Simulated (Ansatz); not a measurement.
Geometry optimisation, Ansatz 0.2.0, DFT PBEsol, scalar-relativistic, plane waves, PAW.

Input file:

```yaml
crystal:
  lattice:
    - [6.389, 0.0, 0.0]
    - [0.0, 6.389, 0.0]
    - [0.0, 0.0, 5.693]
  atoms:
    - { symbol: Sn, position: [0.165, 0.665, 0.0] }
    - { symbol: Sn, position: [0.335, 0.165, 0.0] }
    - { symbol: Sn, position: [0.335, 0.835, 0.5] }
    - { symbol: Sn, position: [0.165, 0.335, 0.5] }
    - { symbol: Ru, position: [0.0, 0.0, 0.25] }
    - { symbol: Ru, position: [0.0, 0.0, 0.75] }
    - { symbol: Sn, position: [0.665, 0.165, 0.5] }
    - { symbol: Sn, position: [0.835, 0.665, 0.5] }
    - { symbol: Sn, position: [0.835, 0.335, 0.0] }
    - { symbol: Sn, position: [0.665, 0.835, 0.0] }
    - { symbol: Ru, position: [0.5, 0.5, 0.75] }
    - { symbol: Ru, position: [0.5, 0.5, 0.25] }
    - { symbol: C, position: [0.1320362, 0.6243532, 0.3508537] }
basis:
  ecutwfc: 420.0
kpoints:
  mp_grid: { grid: [3, 3, 4] }
hamiltonian:
  xc: pbesol
scf:
  occupations: { method: gaussian, width: 0.05 }
  lower_state_search: "off"
relax:
  f_tol: 0.03
  max_steps: 60
  adjacent_minimum: "off"
```

Command:

```bash
$ ansatz run input.yaml --threads 4 --pin off --max-ram 10240MiB --backend cpu --events-out ev --progress --plain --runs-dir out
```

**Question.** Where does it end, and by what steps?

**Answer.** The run converged. Limits of this set-up: coarse k mesh, a small cell, in which the defect meets its images, a typed lattice constant that wasn't relaxed here. After 12 steps the energy has fallen by 1.864 eV; C13 moved furthest, 1.15 Å. Parted: Sn4–C13 (2.05 → 3.08 Å), Sn8–C13 (2.10 → 3.08 Å).

```tsv
step	energy less start (eV)	largest force component (eV/Å)	accepted
0	0.0000	3.460	yes
1	-0.9884	0.600	yes
2	-1.0780	0.564	yes
3	-1.1652	0.197	yes
4	-1.1853	0.159	yes
5	-1.2166	0.179	yes
6	-1.2855	0.635	yes
7	-1.4655	0.791	yes
8	-1.6927	0.604	yes
9	-1.8068	0.543	yes
10	-1.8626	0.054	yes
11	-1.8626	0.054	yes
12	-1.8638	0.011	yes
```

```xyz
13
Lattice="6.3890 0.0000 0.0000 0.0000 6.3890 0.0000 0.0000 0.0000 5.6930" Properties=species:S:1:pos:R:3
Sn 0.749 3.940 -0.456
Sn 2.100 1.030 0.068
Sn 2.329 5.520 3.392
Sn 0.979 2.041 2.866
Ru 0.235 -0.354 1.468
Ru -0.108 -0.012 4.314
Sn 4.274 1.076 2.850
Sn 5.239 4.169 2.866
Sn 5.193 1.995 0.085
Sn 4.229 5.291 0.068
Ru 3.186 3.083 4.314
Ru 2.845 3.426 1.468
C 1.540 4.730 1.467
```

Whether the end is a true minimum wasn't checked by a vibrational analysis.

Run time: 2.3 min on 4 threads of Arm Neoverse V1, on a shared host, peak memory 0.95 GiB.
